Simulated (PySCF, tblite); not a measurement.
**C₆H₁₃NSi: geometry, infrared bands and NMR shifts**

Aim: predict the infrared bands and NMR shifts of C₆H₁₃NSi (`C=C([SiH3])/C=N\C(C)C`).

Computed with tblite 0.8.0 and PySCF 2.14.0, with density-fitted response routines of our own, on a single molecule in the gas phase. Atoms count from 0, in the outputs and in this text.

**1. The starting structure**

21 atoms, charge 0, multiplicity 1; geometry from: force field or distance geometry start.

Bonds of the start (Å): C0–C1 1.29, C1–Si2 1.90, C1–C3 1.42, C3–N4 1.26, N4–C5 1.42, C5–C6 1.51, C5–C7 1.54, C0–H8 1.07, C0–H9 1.11, Si2–H10 1.46, Si2–H11 1.46, Si2–H12 1.45, C3–H13 1.14, C5–H14 1.10, C6–H15 1.12, C6–H16 1.12, C6–H17 1.12, C7–H18 1.09, C7–H19 1.10, C7–H20 1.11.

**2. Optimising the geometry with GFN2-xTB**

What the job is given:

```
{"job": {"kind": "relax", "xc": "GFN2-xTB", "basis": "xTB"}, "charge": 0, "multiplicity": 1}
C      1.273300     1.421700    -0.147100
C      1.566000     0.173200    -0.031500
Si     3.436000    -0.154000     0.121300
C      0.771000    -1.001100     0.013000
N     -0.474900    -1.173100    -0.050200
C     -1.415800    -0.121100    -0.223600
C     -1.815700     0.598200     1.041100
C     -2.698900    -0.877600    -0.633600
H      0.320200     1.894100    -0.242300
H      2.110800     2.151000    -0.152000
H      3.834000    -0.153400     1.529200
H      3.750800    -1.473600    -0.411400
H      4.080300     0.943600    -0.576300
H      1.343500    -1.976100     0.146300
H     -1.266800     0.561600    -1.078300
H     -1.049000     0.548300     1.855300
H     -2.022800     1.662200     0.755200
H     -2.783100     0.200200     1.428700
H     -3.291100    -0.268300    -1.314500
H     -3.241900    -1.054500     0.310500
H     -2.434800    -1.884600    -1.030800
```

Run with:

```
$ OMP_NUM_THREADS=1 python probes_run.py task.json out
```

The driver reads the jobs from task.json and runs them one after another.

Standard output:

```text
step      E/eV     max force
  0    -653.97937    3.497
  1    -654.23734    2.378
  2    -654.34604    1.012
  3    -654.41164    0.718
  4    -654.50723    0.970
  5    -654.56590    0.588
  6    -654.60536    0.439
  7    -654.62996    0.334
  8    -654.64870    0.307
  9    -654.66351    0.251
 10    -654.67460    0.240
 11    -654.68334    0.203
 12    -654.69059    0.182
 13    -654.69736    0.191
 14    -654.70337    0.154
 15    -654.70774    0.136
 16    -654.71083    0.141
 17    -654.71365    0.127
 18    -654.71659    0.100
 19    -654.71964    0.131
 20    -654.72306    0.156
 21    -654.72756    0.188
 22    -654.73398    0.252
 23    -654.74210    0.259
 24    -654.74970    0.184
 25    -654.75569    0.176
 26    -654.76165    0.209
 27    -654.76888    0.235
 28    -654.77598    0.192
 29    -654.78130    0.183
 30    -654.78505    0.186
 31    -654.78905    0.169
 32    -654.79422    0.260
 33    -654.80194    0.308
 34    -654.81005    0.240
 35    -654.81833    0.225
 36    -654.82259    0.239
 37    -654.83175    0.197
 38    -654.83542    0.121
 39    -654.83818    0.106
 40    -654.83948    0.120
 41    -654.84180    0.112
 42    -654.84384    0.101
 43    -654.84528    0.075
 44    -654.84652    0.093
 45    -654.84833    0.119
 46    -654.85035    0.132
 47    -654.85239    0.127
 48    -654.85449    0.110
 49    -654.85717    0.119
 50    -654.86041    0.116
 51    -654.86347    0.112
 52    -654.86578    0.114
 53    -654.86756    0.096
 54    -654.86918    0.103
 55    -654.87034    0.097
 56    -654.87146    0.095
 57    -654.87230    0.062
 58    -654.87350    0.053
 59    -654.87420    0.060
 60    -654.87543    0.071
 61    -654.87631    0.071
 62    -654.87727    0.064
 63    -654.87821    0.057
 64    -654.87928    0.069
 65    -654.88034    0.073
 66    -654.88146    0.078
 67    -654.88275    0.085
 68    -654.88423    0.092
 69    -654.88578    0.080
 70    -654.88729    0.080
 71    -654.88884    0.082
 72    -654.89064    0.093
 73    -654.89284    0.106
 74    -654.89505    0.112
 75    -654.89690    0.105
 76    -654.89852    0.100
 77    -654.90008    0.089
 78    -654.90183    0.083
 79    -654.90352    0.112
 80    -654.90584    0.129
 81    -654.90831    0.119
 82    -654.91082    0.117
 83    -654.91331    0.129
 84    -654.91507    0.134
 85    -654.91872    0.177
 86    -654.92212    0.131
 87    -654.93013    0.202
 88    -654.93284    0.143
 89    -654.93714    0.166
 90    -654.94793    0.221
 91    -654.95233    0.200
 92    -654.95792    0.128
 93    -654.96176    0.186
 94    -654.96635    0.188
 95    -654.97267    0.139
 96    -654.97904    0.215
 97    -654.98532    0.229
 98    -654.99071    0.184
 99    -654.99478    0.118
100    -654.99747    0.136
101    -654.99815    0.173
102    -655.00019    0.124
103    -655.00156    0.088
104    -655.00314    0.068
105    -655.00561    0.087
106    -655.00699    0.099
107    -655.00830    0.116
108    -655.00969    0.102
109    -655.01145    0.097
110    -655.01322    0.094
111    -655.01544    0.104
112    -655.01814    0.113
113    -655.02085    0.109
114    -655.02269    0.079
115    -655.02366    0.099
116    -655.02423    0.088
117    -655.02508    0.079
118    -655.02620    0.062
119    -655.02709    0.062
120    -655.02801    0.059
121    -655.02904    0.068
122    -655.02987    0.070
123    -655.03060    0.060
124    -655.03126    0.047
125    -655.03186    0.050
126    -655.03243    0.060
127    -655.03298    0.053
128    -655.03357    0.056
129    -655.03436    0.067
130    -655.03513    0.049
131    -655.03564    0.039
132    -655.03592    0.037
133    -655.03616    0.038
134    -655.03646    0.052
135    -655.03688    0.067
136    -655.03729    0.055
137    -655.03769    0.048
138    -655.03809    0.039
139    -655.03853    0.054
140    -655.03899    0.063
141    -655.03937    0.043
142    -655.03967    0.035
143    -655.03996    0.040
144    -655.04035    0.047
145    -655.04084    0.053
146    -655.04131    0.048
147    -655.04162    0.031
148    -655.04180    0.036
149    -655.04195    0.033
150    -655.04210    0.030
151    -655.04228    0.030
152    -655.04243    0.036
153    -655.04256    0.032
154    -655.04269    0.027
155    -655.04282    0.023
156    -655.04295    0.028
157    -655.04309    0.036
158    -655.04325    0.033
159    -655.04339    0.026
160    -655.04352    0.021
161    -655.04361    0.020
162    -655.04370    0.023
163    -655.04378    0.022
164    -655.04386    0.019
165    -655.04395    0.018
166    -655.04403    0.018
167    -655.04413    0.023
168    -655.04422    0.022
169    -655.04431    0.022
170    -655.04440    0.017
171    -655.04447    0.016
172    -655.04454    0.022
173    -655.04461    0.017
174    -655.04470    0.020
175    -655.04479    0.024
176    -655.04489    0.022
177    -655.04500    0.022
178    -655.04515    0.030
179    -655.04536    0.032
180    -655.04562    0.031
181    -655.04582    0.021
182    -655.04587    0.045
183    -655.04595    0.018
184    -655.04597    0.012
185    -655.04600    0.009
```

Wall time 4.5 s (1 thread of Intel Xeon at 2.50GHz, shared host); peak memory 0.18 GiB.

Relaxation path: (not every step is listed)

| step | energy from step 0 (eV) | largest force (eV/Å) |
| --- | --- | --- |
| 0 | 0.0000 | 3.4971 |
| 1 | -0.2580 | 2.3776 |
| 2 | -0.3667 | 1.0123 |
| 3 | -0.4323 | 0.7183 |
| 4 | -0.5279 | 0.9698 |
| 5 | -0.5865 | 0.5879 |
| 6 | -0.6260 | 0.4387 |
| 7 | -0.6506 | 0.3342 |
| 8 | -0.6693 | 0.3066 |
| 25 | -0.7763 | 0.1757 |
| 42 | -0.8645 | 0.1008 |
| 59 | -0.8948 | 0.0602 |
| 76 | -0.9191 | 0.1000 |
| 93 | -0.9824 | 0.1856 |
| 110 | -1.0339 | 0.0936 |
| 127 | -1.0536 | 0.0530 |
| 144 | -1.0610 | 0.0471 |
| 161 | -1.0642 | 0.0202 |
| 178 | -1.0658 | 0.0302 |
| 180 | -1.0662 | 0.0309 |
| 181 | -1.0665 | 0.0214 |
| 182 | -1.0665 | 0.0451 |
| 183 | -1.0666 | 0.0180 |
| 184 | -1.0666 | 0.0117 |
| 185 | -1.0666 | 0.0088 |

Close pairs (by a distance rule), those that changed most:

| bond | before (Å) | after (Å) | change (Å) |
| --- | --- | --- | --- |
| C1–C3 | 1.419 | 1.476 | +0.057 |
| C3–H13 | 1.138 | 1.089 | -0.049 |
| C0–C1 | 1.288 | 1.327 | +0.039 |
| C6–H16 | 1.121 | 1.087 | -0.034 |
| C0–H9 | 1.111 | 1.078 | -0.032 |
| C6–H15 | 1.119 | 1.088 | -0.032 |
| C6–H17 | 1.116 | 1.087 | -0.029 |
| C7–H20 | 1.114 | 1.088 | -0.027 |

The final coordinates are the input of the step that follows.

**3. Infrared spectrum with GFN2-xTB**

What the job is given:

```
{"job": {"kind": "ir", "xc": "GFN2-xTB", "basis": "xTB"}, "charge": 0, "multiplicity": 1}
C      1.681742     1.712136     0.612132
C      1.643190     0.397552     0.436250
Si     2.709800    -0.527277    -0.824113
C      0.753265    -0.466903     1.235221
N     -0.470097    -0.706636     1.083124
C     -1.240110    -0.097698     0.028921
C     -2.341229     0.746174     0.671870
C     -1.852397    -1.220540    -0.808656
H      1.062750     2.212260     1.343219
H      2.342025     2.345273     0.041466
H      3.534760    -1.501989    -0.107380
H      1.828204    -1.224817    -1.763345
H      3.548222     0.440825    -1.530488
H      1.245352    -0.999402     2.047839
H     -0.621074     0.545755    -0.620726
H     -1.907335     1.552391     1.258793
H     -2.981120     1.174708    -0.095602
H     -2.940480     0.122945     1.330358
H     -2.490218    -0.803676    -1.583919
H     -2.444119    -1.870375    -0.169681
H     -1.070052    -1.813763    -1.276350
```

Standard output:

```text
mode    cm-1     km/mol
  1      16.7      0.00
  2      28.7      0.32
  3      69.7      0.10
  4     119.4      0.51
  5     132.3      1.18
  6     180.6      0.00
  7     208.8      0.74
  8     258.1      0.40
  9     301.6      2.32
 10     334.5      1.75
 11     339.9      2.27
 12     431.7      5.95
 13     522.8     16.07
 14     531.7     35.88
 15     547.7     20.24
 16     623.0     38.64
 17     657.1     16.58
 18     771.7    160.69
 19     781.4    259.72
 20     784.9    229.03
 21     797.5    166.99
 22     855.4      1.56
 23     871.4      3.62
 24     912.8     29.22
 25     941.9      0.65
 26     953.5     12.16
 27     966.2     24.91
 28     979.6      0.53
 29    1136.3      4.06
 30    1147.3     41.43
 31    1160.6     18.52
 32    1173.8      7.07
 33    1311.1     33.88
 34    1315.5     11.37
 35    1319.5     15.19
 36    1391.1      6.20
 37    1404.7      4.68
 38    1423.2      0.90
 39    1480.1      1.42
 40    1489.7      1.92
 41    1491.4      0.79
 42    1503.3      2.88
 43    1668.4      5.27
 44    1732.4    142.96
 45    2254.7    366.27
 46    2261.1    196.72
 47    2272.5    308.12
 48    2815.0     75.92
 49    2961.3     55.48
 50    3029.9     11.21
 51    3034.9     44.45
 52    3035.7     17.68
 53    3037.3     62.02
 54    3046.3     10.24
 55    3050.0     37.90
 56    3065.0     38.27
 57    3092.4     38.68
```

It took 2.7 s on 1 thread of Intel Xeon at 2.50GHz, shared host; peak memory 0.18 GiB.

The strongest bands and the atoms that carry them (share of the mass-weighted mode):

| cm⁻¹ | km/mol | atoms |
| --- | --- | --- |
| 772 | 160.7 | H12 55 %, H10 27 %, H11 13 % |
| 781 | 259.7 | H11 31 %, H12 26 %, H10 24 % |
| 785 | 229.0 | H11 42 %, H10 35 % |
| 798 | 167.0 | C1 15 %, C3 15 %, H9 12 %, H8 12 % |
| 1732 | 143.0 | C3 52 %, N4 44 % |
| 2255 | 366.3 | H11 78 %, H10 18 % |
| 2261 | 196.7 | H10 79 %, H11 19 % |
| 2272 | 308.1 | H12 97 % |

**4. NMR shieldings: PBE0/pcSseg-1**

Same as in step 3 but for these lines:

```diff
@@ -1,2 +1,2 @@
-{"job": {"kind": "ir", "xc": "GFN2-xTB", "basis": "xTB"}, "charge": 0, "multiplicity": 1}
+{"job": {"kind": "nmr", "xc": "PBE0", "basis": "pcSseg-1"}, "charge": 0, "multiplicity": 1}
 C      1.681742     1.712136     0.612132
```

With the program's defaults for keys left out, this is: GIAO PBE0/pcSseg-1 NMR shielding, non-relativistic, gas phase.

Standard output:

```text
coarse grid: 17264 points
cycle   1  E = -580.0258671608  dE =  7.331e-01  |g| = 4.607e-01  |ddm| = 3.993e+00
cycle   2  E = -579.9926230604  dE =  3.324e-02  |g| = 6.091e-01  |ddm| = 1.019e+00
cycle   3  E = -580.0779811453  dE = -8.536e-02  |g| = 1.460e-01  |ddm| = 6.483e-01
cycle   4  E = -580.0823767281  dE = -4.396e-03  |g| = 4.158e-02  |ddm| = 1.424e-01
cycle   5  E = -580.0827594497  dE = -3.827e-04  |g| = 9.901e-03  |ddm| = 4.608e-02
cycle   6  E = -580.0827779132  dE = -1.846e-05  |g| = 4.232e-03  |ddm| = 1.046e-02
cycle   7  E = -580.0827823550  dE = -4.442e-06  |g| = 9.265e-04  |ddm| = 4.189e-03
final grid: 160008 points
cycle   8  E = -580.1296132316  dE = -4.172e-05  |g| = 8.322e-03  |ddm| = 3.351e-02
cycle   9  E = -580.1296063944  dE =  6.837e-06  |g| = 9.864e-03  |ddm| = 1.606e-02
cycle  10  E = -580.1296307713  dE = -2.438e-05  |g| = 1.822e-03  |ddm| = 9.280e-03
cycle  11  E = -580.1296315378  dE = -7.665e-07  |g| = 3.693e-04  |ddm| = 1.773e-03
cycle  12  E = -580.1296315645  dE = -2.674e-08  |g| = 1.070e-04  |ddm| = 3.814e-04
cycle  13  E = -580.1296315670  dE = -2.503e-09  |g| = 2.814e-05  |ddm| = 1.334e-04
cycle  14  E = -580.1296315672  dE = -1.523e-10  |g| = 1.024e-05  |ddm| = 3.647e-05
converged SCF energy = -580.1296315672

GIAO shielding tensors (ppm)
atom      isotropic    diamagn.    paramagn.     s11        s22        s33       span
  0 C       49.591     252.828    -203.237    -61.508     51.838    158.445    219.953
  1 C       33.746     269.240    -235.494    -72.106     22.120    151.223    223.329
  2 Si     420.754     881.096    -460.341    377.334    421.129    463.799     86.465
  3 C       21.084     253.415    -232.331    -82.048     36.625    108.674    190.722
  4 N     -135.569     331.683    -467.253   -459.070   -173.831    226.193    685.263
  5 C      131.718     246.786    -115.068    111.892    132.243    151.018     39.127
  6 C      159.461     248.203     -88.742    141.920    151.350    185.113     43.192
  7 C      159.854     248.410     -88.556    143.853    151.041    184.667     40.814
  8 H       25.782      32.151      -6.369     21.925     25.695     29.727      7.802
  9 H       25.637      30.865      -5.228     22.613     25.175     29.121      6.508
 10 H       27.359      28.841      -1.481     24.445     25.558     32.075      7.629
 11 H       27.581      30.122      -2.542     23.825     27.528     31.389      7.564
 12 H       27.611      29.371      -1.759     24.611     25.926     32.297      7.686
 13 H       23.494      31.508      -8.014     21.544     23.234     25.703      4.160
 14 H       27.776      35.839      -8.063     25.116     25.856     32.354      7.238
 15 H       30.824      31.684      -0.859     26.148     29.412     36.914     10.767
 16 H       30.581      30.663      -0.082     26.890     28.259     36.593      9.703
 17 H       30.157      30.737      -0.580     26.968     28.509     34.993      8.025
 18 H       30.662      30.978      -0.316     26.987     28.358     36.642      9.655
 19 H       30.185      31.046      -0.861     27.045     28.500     35.010      7.965
 20 H       30.695      31.949      -1.254     25.794     29.609     36.683     10.889
```

Run time: 93 s. Hardware: 1 thread of Intel Xeon at 2.50GHz, shared host; peak memory 1 GiB.

Shifts follow as δ = σ(reference) − σ, with reference shieldings (ppm) from runs at the same level and on the same kind of geometry: 1H TMS 31.72, 13C TMS 186.9, 29Si TMS 349.2, 15N NH3 267.7. The references are single molecules in the gas phase, so shifts against H2O, NH3, PH3, H3PO4 or CFCl3 are not on the usual liquid scales and can be off by tens of ppm. Atoms listed in one row are averaged.

| atoms | environment | σ (ppm) | δ (ppm) | δ scaled to CDCl3 |
| --- | --- | --- | --- | --- |
| C3 | C=N carbon | 21.1 | 165.8 | 159.9 |
| C1 | fully substituted alkene carbon | 33.7 | 153.2 | 147.6 |
| C0 | terminal =CH2 carbon | 49.6 | 137.3 | 132.1 |
| C5 | sp3 CH bonded to N | 131.7 | 55.2 | 52.0 |
| C6, C7 | methyl carbon | 159.7 | 27.3 | 24.7 |
| H13 | hydrogen on a C=N carbon | 23.49 | 8.22 | 7.86 |
| H9 | hydrogen on a terminal =CH2 carbon | 25.64 | 6.08 | 5.84 |
| H8 | hydrogen on a terminal =CH2 carbon | 25.78 | 5.93 | 5.70 |
| H10, H11, H12 | hydrogen on a silicon bonded to C | 27.52 | 4.20 | – |
| H14 | hydrogen on an sp3 CH bonded to N | 27.78 | 3.94 | 3.82 |
| H15, H16, H17, H18, H19, H20 | hydrogen on a methyl carbon | 30.52 | 1.20 | 1.24 |
| Si2 | silicon bonded to C, 3 H | 420.8 | -71.6 | – |
| N4 | imine nitrogen | -135.6 | 403.3 | – |

The scaled column applies a straight-line fit of computed shieldings to shifts measured in CDCl3 (root-mean-square error 0.16 ppm for H, 1.9 ppm for C).

Charges from the same density, by scheme (e):

| atoms | Mulliken | IAO | Hirshfeld | ESP fit |
| --- | --- | --- | --- | --- |
| C0 | -0.04 | -0.28 | -0.08 | -0.40 |
| C1 | -0.60 | -0.29 | -0.08 | -0.23 |
| Si2 | 0.58 | 0.61 | 0.32 | 0.40 |
| C3 | 0.14 | 0.01 | 0.04 | 0.46 |
| N4 | -0.37 | -0.27 | -0.14 | -0.72 |
| C5 | -0.20 | 0.01 | 0.02 | 0.72 |
| C6, C7 | -0.20 | -0.42 | -0.12 | -0.65 |

Mayer bond orders: C0–C1 1.97, C1–Si2 0.84, C1–C3 0.98, C3–N4 1.99, N4–C5 0.93, C5–C6 1.02, C5–C7 1.02.

**5. Results**

| quantity | value |
| --- | --- |
| strongest single infrared mode (GFN2-xTB) | 2255 cm⁻¹, 366 km/mol |
| zero-point energy (GFN2-xTB) | 105.8 kcal/mol |
| 13C shifts against TMS (PBE0/pcSseg-1, means over atoms taken as alike) | 165.8, 153.2, 137.3, 55.2, 27.3 ppm |
| 1H shifts against TMS (PBE0/pcSseg-1, means over atoms taken as alike) | 8.22, 6.08, 5.93, 4.20, 3.94, 1.20 ppm |
| 29Si shifts against TMS (PBE0/pcSseg-1) | -71.6 ppm |
| 15N shifts against NH3 (PBE0/pcSseg-1) | 403.3 ppm |

**Reading.** Relaxing lowered the energy by 1.067 eV in 185 steps; the close pair that moved most is C1–C3, from 1.419 to 1.476 Å. No mode is imaginary among the 57: a minimum at this level. The strongest single mode, at 2255 cm⁻¹, moves mainly H11. GFN2-xTB is a fitted tight-binding method: band positions and strengths are rough. Its intensities can rank the bands wrongly. At PBE0/pcSseg-1: The largest span, 685 ppm, is at N4, where the paramagnetic term is -467 ppm.
